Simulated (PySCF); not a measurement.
# GaSiH4O2F (SMILES [OH][Ga]([F])[O][SiH3]): levels of theory compared

We compute a comparison of 6 runs (HF/STO-3G, HF/def2-SVP, B3LYP/6-31G*, r2SCAN/6-31G*, PBE0/def2-SVP) of GaSiH4O2F. Input form: a Python script.

The calculation is run with PySCF 2.14.0.

## (1) Starting point

The species is GaSiH4O2F (9 atoms), meant as a singlet with charge 0. SMILES: `[OH][Ga]([F])[O][SiH3]`. The shape comes from GFN2-xTB, which is rough for such elements, and wasn't checked as a minimum. This is one conformer, not always the lowest.

Bond lengths: O1–Ga2 1.731 Å, Ga2–F3 1.756 Å, Ga2–O4 1.727 Å, O4–Si5 1.652 Å, O1–H6 0.960 Å, Si5–H7 1.466 Å, Si5–H8 1.463 Å, Si5–H9 1.466 Å. Some angles: O1–Ga2–F3 116.8°, O1–Ga2–O4 125.0°, F3–Ga2–O4 118.2°, Ga2–O4–Si5 138.9°, Ga2–O1–H6 114.6°, O4–Si5–H7 109.4°, O4–Si5–H8 98.3°, O4–Si5–H9 109.2°, H7–Si5–H8 114.1°, H7–Si5–H9 110.9°.

## (2) Energy and forces at HF/STO-3G (run 1)

File job.py:

```python
import pyscf.grad
from pyscf import gto, scf

mol = gto.M(
    atom=[
    ('O', (-2.309660, 1.472050, 0.865310)),
    ('Ga', (-0.704910, 0.954530, 0.473190)),
    ('F', (0.595950, 2.086900, 0.802380)),
    ('O', (-0.299500, -0.575800, -0.216230)),
    ('Si', (1.044760, -1.407500, -0.694810)),
    ('H', (-2.367400, 2.361430, 1.222610)),
    ('H', (1.737670, -0.651170, -1.742510)),
    ('H', (0.383820, -2.621460, -1.172920)),
    ('H', (1.919290, -1.618990, 0.462990)),
],
    max_memory=1860,
    basis='sto-3g',
    verbose=4,
)

mf = scf.RHF(mol)
mf.conv_tol = 1e-10
mf.kernel()
if not mf.converged:
    mf = mf.newton().run(mf.mo_coeff, mf.mo_occ)

etot = mf.e_tot
print('E = %.10f Eh' % etot)
grad = mf.Gradients().kernel()
dip = mf.dip_moment()
pop, q = mf.mulliken_pop()
```

Command:

```sh
$ OMP_NUM_THREADS=1 python job.py
```

The program printed:

```text
PySCF version 2.14.0

[... 69 lines left out ...]
converged SCF energy = -2434.60346400595
[... 12 lines left out ...]
Dipole moment(X, Y, Z, Debye):  0.93277, -0.01091, -0.11206
[... 56 lines left out ...]
charge of    8H =     -0.16847
```

Wall time 5.1 s (1 thread of Intel Xeon at 2.70GHz, shared host); peak memory 0.12 GiB.

## (3) Energy and forces at HF/def2-SVP (run 2)

File input.py:

```python
# [OH][Ga]([F])[O][SiH3]
from pyscf import gto, scf

molecule = gto.Mole()
molecule.atom = '''
O     -4.364625     2.781771     1.635199
Ga    -1.332087     1.803800     0.894200
F      1.126182     3.943669     1.516278
O     -0.565973    -1.088104    -0.408615
Si     1.974310    -2.659790    -1.313001
H     -4.473738     4.462456     2.310398
H      3.283720    -1.230533    -3.292867
H      0.725315    -4.953841    -2.216498
H      3.626932    -3.059448     0.874924
'''
molecule.verbose = 3
molecule.max_memory = 1860
molecule.basis = 'def2-svp'
molecule.unit = 'bohr'
molecule.charge = 0
molecule.build()

calc0 = scf.RHF(molecule)
calc0.conv_tol = 1e-10
calc0.kernel()
if not calc0.converged:
    calc0 = calc0.newton().run(calc0.mo_coeff, calc0.mo_occ)

energy = calc0.e_tot
print('E(%s) = %.9f' % ('HF', energy))
grad = calc0.nuc_grad_method().kernel()
calc0.analyze()
```

Command:

```sh
$ OMP_NUM_THREADS=1 python input.py
```

The program printed:

```text
converged SCF energy = -2463.27420246411
[... 26 lines left out ...]
MO #17  energy= -4.25910828453507  occ= 2
[... 18 lines left out ...]
MO #36  energy= -0.465019781532974 occ= 2
[... 18 lines left out ...]
MO #55  energy= 0.588413305678439  occ= 0
[... 18 lines left out ...]
MO #74  energy= 1.49670502488064   occ= 0
[... 18 lines left out ...]
MO #93  energy= 2.36259501992767   occ= 0
[... 18 lines left out ...]
MO #112 energy= 4.12046162938136   occ= 0
[... 10 lines left out ...]
Dipole moment(X, Y, Z, Debye):  0.10720,  0.17569,  0.05382
```

Run time: 18 s. Hardware: 1 thread of Intel Xeon at 2.70GHz, shared host; peak memory 0.27 GiB.

Runs 3 to 4 aren't shown in full; the table further down has their settings and results.

## (4) Energy and forces at B3LYP/6-31G(d) (Cartesian functions) (run 5)

File mol.xyz:

```xyz
9

O     -2.309660     1.472050     0.865310
Ga    -0.704910     0.954530     0.473190
F      0.595950     2.086900     0.802380
O     -0.299500    -0.575800    -0.216230
Si     1.044760    -1.407500    -0.694810
H     -2.367400     2.361430     1.222610
H      1.737670    -0.651170    -1.742510
H      0.383820    -2.621460    -1.172920
H      1.919290    -1.618990     0.462990
```

File calc.py:

```python
# [OH][Ga]([F])[O][SiH3]
from pyscf import gto, dft

system = gto.Mole()
system.atom = 'mol.xyz'
system.verbose = 4
system.basis = '6-31g*'
system.charge = 0
system.cart = True
system.max_memory = 1860
system.build()

mf = dft.RKS(system)
mf.xc = 'b3lyp'
mf.grids.level = 5
mf.conv_tol = 1e-10
mf.kernel()
if not mf.converged:
    mf = mf.newton().run(mf.mo_coeff, mf.mo_occ)

e_tot = mf.e_tot
print(f'total energy: {e_tot:.8f} hartree')
grad = mf.nuc_grad_method().kernel()
mf.analyze()
```

Command:

```sh
$ OMP_NUM_THREADS=1 python calc.py
```

The program printed:

```text
PySCF version 2.14.0

[... 109 lines left out ...]
MO #7   energy= -24.6571182209695  occ= 2
[... 19 lines left out ...]
MO #27  energy= -0.510726624521277 occ= 2
[... 19 lines left out ...]
MO #47  energy= 0.152856238756758  occ= 0
[... 19 lines left out ...]
MO #67  energy= 0.960818233169074  occ= 0
[... 19 lines left out ...]
MO #87  energy= 1.91052391989409   occ= 0
[... 19 lines left out ...]
MO #107 energy= 73.8590132298913   occ= 0
[... 119 lines left out ...]
Dipole moment(X, Y, Z, Debye):  0.12247,  0.22727,  0.07006
```

Run time: 77 s. Hardware: 1 thread of Intel Xeon at 2.70GHz, shared host; peak memory 1.1 GiB.

## (5) Energy and gradient at PBE0/def2-SVP (run 6)

File run.py:

```python
# [OH][Ga]([F])[O][SiH3]
import pyscf.grad
from pyscf import gto, dft

molecule = gto.Mole()
molecule.atom = '''
O     -4.364625     2.781771     1.635199
Ga    -1.332087     1.803800     0.894200
F      1.126182     3.943669     1.516278
O     -0.565973    -1.088104    -0.408615
Si     1.974310    -2.659790    -1.313001
H     -4.473738     4.462456     2.310398
H      3.283720    -1.230533    -3.292867
H      0.725315    -4.953841    -2.216498
H      3.626932    -3.059448     0.874924
'''
molecule.max_memory = 1860
molecule.verbose = 4
molecule.charge = 0
molecule.basis = 'def2-svp'
molecule.unit = 'bohr'
molecule.build()

myscf = dft.RKS(molecule)
myscf.xc = 'pbe0'
myscf.conv_tol = 1e-10
myscf.grids.level = 5
myscf.kernel()
if not myscf.converged:
    myscf = myscf.newton().run(myscf.mo_coeff, myscf.mo_occ)

etot = myscf.e_tot
print('E = %.10f Eh' % etot)
grad = myscf.Gradients().kernel()
myscf.analyze()
```

Command:

```sh
$ OMP_NUM_THREADS=1 python run.py
```

The program printed:

```text
PySCF version 2.14.0

[... 107 lines left out ...]
MO #7   energy= -24.7267942125006  occ= 2
[... 20 lines left out ...]
MO #28  energy= -0.471174423141692 occ= 2
[... 20 lines left out ...]
MO #49  energy= 0.271683192687184  occ= 0
[... 20 lines left out ...]
MO #70  energy= 1.04617456501816   occ= 0
[... 20 lines left out ...]
MO #91  energy= 2.03445832797255   occ= 0
[... 20 lines left out ...]
MO #112 energy= 3.72548467861695   occ= 0
[... 124 lines left out ...]
Dipole moment(X, Y, Z, Debye): -0.08986,  0.23493,  0.09756
```

Wall time 72 s (1 thread of Intel Xeon at 2.70GHz, shared host); peak memory 1.1 GiB.

## (6) All runs side by side

| run | level | integration grid | Cartesian functions | energy (Eh) | dipole moment (D) | HOMO energy (eV) | LUMO energy (eV) | wall time |
| --- | --- | --- | --- | --- | --- | --- | --- | --- |
| 1 | HF/STO-3G | – | no | -2434.603464 | 0.94 | -7.23 | 6.89 | 5.1 s |
| 2 | HF/def2-SVP | – | no | -2463.274202 | 0.21 | -12.60 | 2.14 | 18 s |
| 3 | B3LYP/6-31G* (spherical functions) | 5 | no | -2466.915133 | 0.26 | -8.56 | -1.54 | 74 s |
| 4 | r2SCAN/6-31G* (spherical functions) | 5 | no | -2466.692190 | 0.29 | -7.68 | -1.81 | 2 min |
| 5 | B3LYP/6-31G* (Cartesian functions) | 5 | yes | -2466.927955 | 0.27 | -8.54 | -1.53 | 77 s |
| 6 | PBE0/def2-SVP | 5 | no | -2465.996916 | 0.27 | -8.88 | -1.09 | 72 s |

## (7) What came out

| quantity | value |
| --- | --- |
| run 6: total energy | -2465.99692 Eh |
| run 6: dipole moment | 0.27 D |
| run 6: HOMO energy | -8.88 eV |
| run 6: LUMO energy | -1.09 eV |
| run 6: HOMO–LUMO gap | 7.79 eV |
| run 6: largest force on an atom | 0.917 eV/Å |

What this shows: The dipole moment (its size) runs from 0.21 D (HF/def2-SVP) to 0.94 D (HF/STO-3G). The HOMO–LUMO gap runs from 5.87 eV (r2SCAN/6-31G*) to 14.74 eV (HF/def2-SVP). The two ends differ in method and basis. Totals of different functionals can't be ranked against each other. In run 1 the basis is minimal, so the values are rough. All runs together took 6.1 min, the longest 2 min.
